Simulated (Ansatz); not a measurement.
# SiN₂H₁₀ (built from SMILES N.N.[SiH4]): search for a transition state

Aim: find the saddle point of a ligand exchange through a proton shuttle that is to form Si1–N7, H6–N9, H2–H8 and break Si1–H2, H6–N7, H8–N9, prove it by its vibrations, and relax downhill on both sides to see what it joins.

Computed with Ansatz 0.2.0, Gaussian basis. Level: PBE0-D4, def2-SVP first, then def2-TZVP.

190 further runs of the same task are left out: 190 set aside as unsound or not needed. Runs told in other sessions of the task aren't counted.

### Step 1. Where the work starts

The guess: 13 atoms, charge 0, spin multiplicity 1.

Atoms are counted from 1 here; the program's logs count them from 0.

Bond lengths: Si1–H3 1.462 Å, Si1–H4 1.462 Å, Si1–H5 1.510 Å, Si1–N7 1.821 Å, H6–N9 1.153 Å, N7–H10 1.009 Å, N7–H11 1.009 Å, H8–N9 1.177 Å, N9–H12 1.011 Å, N9–H13 1.011 Å. Angles: H3–Si1–H4 143.5°, H3–Si1–H5 97.5°, H3–Si1–N7 105.4°, H4–Si1–H5 97.4°, H4–Si1–N7 104.9°, H5–Si1–N7 99.1°, Si1–N7–H10 110.3°, Si1–N7–H11 110.4°, H10–N7–H11 106.7°, H6–N9–H8 88.6°, H6–N9–H12 114.4°, H6–N9–H13 114.7°, H8–N9–H12 112.8°, H8–N9–H13 113.3°, H12–N9–H13 111.3°.

Geometry (Å):

```xyz
13
H10N2Si
Si   -1.1205   -0.6269    0.9024
H     0.4242   -1.5914    0.0252
H    -1.8382   -1.3400   -0.1526
H    -0.2495   -0.8113    2.0623
H    -2.3289   -0.1090    1.6458
H     0.6421    0.6982   -0.5873
N    -0.5614    0.9292    0.1393
H     1.1539   -0.8467   -0.6019
N     1.5495    0.1640   -1.0578
H    -0.4074    1.6315    0.8477
H    -1.2714    1.2917   -0.4794
H     2.4425    0.4435   -0.6750
H     1.5651    0.1673   -2.0687
```

Distances that are to change: Si1–N7 1.82 Å, H6–N9 1.15 Å, H2–H8 1.22 Å, Si1–H2 2.02 Å, H6–N7 1.42 Å, H8–N9 1.18 Å.

### Step 2. Constrained relaxation of the guess

Input file hold/in.yaml:

```yaml
crystal:
  periodic: [false, false, false]
  atoms:
    - {symbol: Si, position_ang: [-1.120500, -0.626900, 0.902400]}
    - {symbol: H, position_ang: [0.424200, -1.591400, 0.025200]}
    - {symbol: H, position_ang: [-1.838200, -1.340000, -0.152600]}
    - {symbol: H, position_ang: [-0.249500, -0.811300, 2.062300]}
    - {symbol: H, position_ang: [-2.328900, -0.109000, 1.645800]}
    - {symbol: H, position_ang: [0.642100, 0.698200, -0.587300]}
    - {symbol: N, position_ang: [-0.561400, 0.929200, 0.139300]}
    - {symbol: H, position_ang: [1.153900, -0.846700, -0.601900]}
    - {symbol: N, position_ang: [1.549500, 0.164000, -1.057800]}
    - {symbol: H, position_ang: [-0.407400, 1.631500, 0.847700]}
    - {symbol: H, position_ang: [-1.271400, 1.291700, -0.479400]}
    - {symbol: H, position_ang: [2.442500, 0.443500, -0.675000]}
    - {symbol: H, position_ang: [1.565100, 0.167300, -2.068700]}
basis:
  gaussian: {orbitals: def2-SVP}
hamiltonian: {xc: pbe0, dispersion: d4}
relax: {f_tol: 0.04, max_steps: 150, escape_saddle: false, constraints: [{distance: [0, 6]}, {distance: [5, 8]}, {distance: [1, 7]}, {distance: [0, 1]}, {distance: [5, 6]}, {distance: [7, 8]}]}
```

Run with:

```sh
$ ansatz run in.yaml --threads 4 --pin off --events-out ev --progress --plain --max-ram 9574MiB
```

The runs that follow: A starting Hessian; Saddle search in the small basis; Saddle search in triple zeta; Checking the order of the point; Relaxing after a step of 0.30 Å one way along the mode; Relaxing after a step of 0.30 Å the other way along the mode.

Before running it: what results should come out? Wanted: imaginary mode; barrier from the start side; barrier from the end side; energy of the step; pairs that change; zero-point energy at the saddle.

**Answer**, as computed:

| quantity | value |
| --- | --- |
| imaginary mode | 587i cm⁻¹ |
| barrier from the start side | 145.0 kJ/mol |
| barrier from the end side | 156.3 kJ/mol |
| energy of the step | -11.3 kJ/mol |
| pairs that change | Si1–N7 formed, H2–H8 formed, H6–N9 formed, Si1–H2 broken, H6–N7 broken, H8–N9 broken |
| zero-point energy at the saddle | 2.846 eV |

In words: One imaginary mode, 587i cm⁻¹, makes this a first-order saddle. Going downhill both ways gives the intended start and end. At PBE0-D4/def2-TZVP the electronic barrier is 145.0 kJ/mol, about 59 kT at 298 K, and the step runs 11.3 kJ/mol downhill. A step off the saddle overshot and began above it in energy, so the link to its end is likely but not proven. Lower complexes than these ends may exist.
